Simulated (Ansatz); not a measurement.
**Ge3Sb2: a trial structure relaxed, part 1 of 3**

Aim: relax a trial structure of Ge3Sb2 and see where it ends.

Program: Ansatz 0.2.0. Level of theory: DFT PBE, scalar-relativistic, plane waves, PAW. These are calculated values, not measurements.

## (1) The system as given

It takes space group P-3m1 (No. 164, trigonal). Conventional cell: a = 3.944 Å, b = 3.944 Å, c = 18.000 Å, α = 90.00°, β = 90.00°, γ = 120.00°. Ge (site symmetry -3m) has 6 Ge at 2.39 Å as nearest neighbours. Around Ge (site symmetry 3m) lie 6 Ge at 2.39 to 2.71 Å and 4 Sb at 2.48 to 2.49 Å. Sb (site symmetry 3m) has 4 Ge at 2.48 to 2.49 Å as nearest neighbours.

Coordinates:

```
CELL_PARAMETERS angstrom
3.94378 0.00000 0.00000
-1.97189 3.41541 0.00000
0.00000 0.00000 18.00000
ATOMIC_POSITIONS crystal
Ge 0.00000 0.00000 0.50000
Ge 0.33333 0.66667 0.54058
Ge 0.66667 0.33333 0.45942
Sb 0.66667 0.33333 0.59712
Sb 0.33333 0.66667 0.40288
```

Recipe of the guess: species swapped into a sheet modelled on a layer of Cu3Te2, with Ge on the Cu sites and Sb on the Te sites. Its size is a rough estimate.

Only a and b are periodic; c spans vacuum, so the box's volume, pressure and space group aren't properties of the sheet.

## (2) Probe: one point on a coarse mesh

Input file input.yaml:

```yaml
crystal:
  lattice:
    - [3.94378153, 0.0, 0.0]
    - [-1.9718903, 3.41541476, 0.0]
    - [0.0, 0.0, 18.0]
  atoms:
    - { symbol: Ge, position: [0.0, 0.0, 0.5] }
    - { symbol: Ge, position: [0.33333333, 0.66666667, 0.54057886] }
    - { symbol: Ge, position: [0.66666667, 0.33333333, 0.45942114] }
    - { symbol: Sb, position: [0.66666667, 0.33333333, 0.59711797] }
    - { symbol: Sb, position: [0.33333333, 0.66666667, 0.40288203] }
  periodic: [true, true, false]
basis:
  ecutwfc: 420
kpoints:
  mp_grid: { grid: [6, 6, 1] }
hamiltonian:
  xc: pbe
scf:
  occupations: { method: gaussian, width: 0.1 }
  lower_state_search: "off"
output:
  forces: true
  stress: true
  eigenvalues: true
```

Launch:

```bash
> ansatz run input.yaml --threads 1 --pin off --max-ram 2048MiB --backend cpu --events-out ev --progress --plain --runs-dir out
```

What it wrote, shortened:

```text
Warning: crystal.periodic: the lattice vector that does not repeat stood 0.000° off the slab's normal, 18.000 Å along it as the deck builds it. The run solves the slab on a vector along the normal, 30.792 Å long, with every atom where it was (on the deck's vector they left 14.50 Å outside [...]
Warning: the atoms were moved onto the symmetric positions of the space group found under crystal.symmetry.tolerance 1.0e-5 (fractional; no operation is sought that the atoms, as they stand in a round, miss by more than twice it, and no atom is moved by as much as it), and the run uses [...]
Warning: RAYON_NUM_THREADS=1 ignored (pool sized by the plan → 1); use --threads N
[...]
Pseudopotentials: kind: paw
Pseudopotential: Ge, paw, valence charge 14, recommended cutoff 420 eV (normal), Ge.paw.azcp
Pseudopotential: Sb, paw, valence charge 15, recommended cutoff 420 eV (normal), Sb.paw.azcp
Functional definition: PBE
[...]
Crystal: 5 atoms, lattice volume = 414.764 Å³
[...]
SCF iter   1: F=—  HF=-25843.250217 eV  |F-HF|=—  |Δ(HF+E_count)|=         —  Δρ=3.13e-3  dr2=1.65e-1  ethr=1.77e-3  ⟨swp⟩=13.1  Hψ=2013  notcnv=0  defer=1
[...]
SCF iter   8: F=-25843.224311 eV  HF=-25843.224311 eV  |F-HF|=8.76e-8  |Δ(HF+E_count)|=   9.32e-7  Δρ=2.98e-6  dr2=4.62e-8  ethr=1.39e-10  ⟨swp⟩=22.3  Hψ=2477  notcnv=0
[...]
SCF converged after 8 iterations
Free energy (F): -25843.224311 eV
[...]
E sigma→0 (E₀):  -25843.218320 eV
Entropy (-TS):   -0.011984 eV (-2.397 meV/atom)
Fermi energy:    -3.587449 eV
[...]
--- Forces (eV/Å), atoms counted from 1 ---
  atom   1  Ge     0.00000000     0.00000000     0.00000000
  atom   2  Ge    -0.00000000     0.00000000     4.35189635
  atom   3  Ge     0.00000000    -0.00000000    -4.35189635
  atom   4  Sb    -0.00000000     0.00000000     7.38037722
  atom   5  Sb     0.00000000    -0.00000000    -7.38037722
[...]
--- 2D stress c σ (N/m, compression-positive) ---
       50.723035       0.000000       0.000000
        0.000000      50.723035       0.000000
        0.000000       0.000000       0.000000
  P = ½ c Tr σ = 50.7230 N/m
--- Band table (eV; the first three rows and the last of 7) ---
[...]
  ° read free of the cell's end (the report's vacuum.weakly_bound_levels)
```

Wall time 8 s (1 thread of Arm Neoverse V2, shared host); peak memory 0.58 GiB.

The probe gives largest force 7.38 eV/Å, gap on this mesh none (metal). A cheap, loose relaxation comes first.

(Continued in part 2 of 3.)
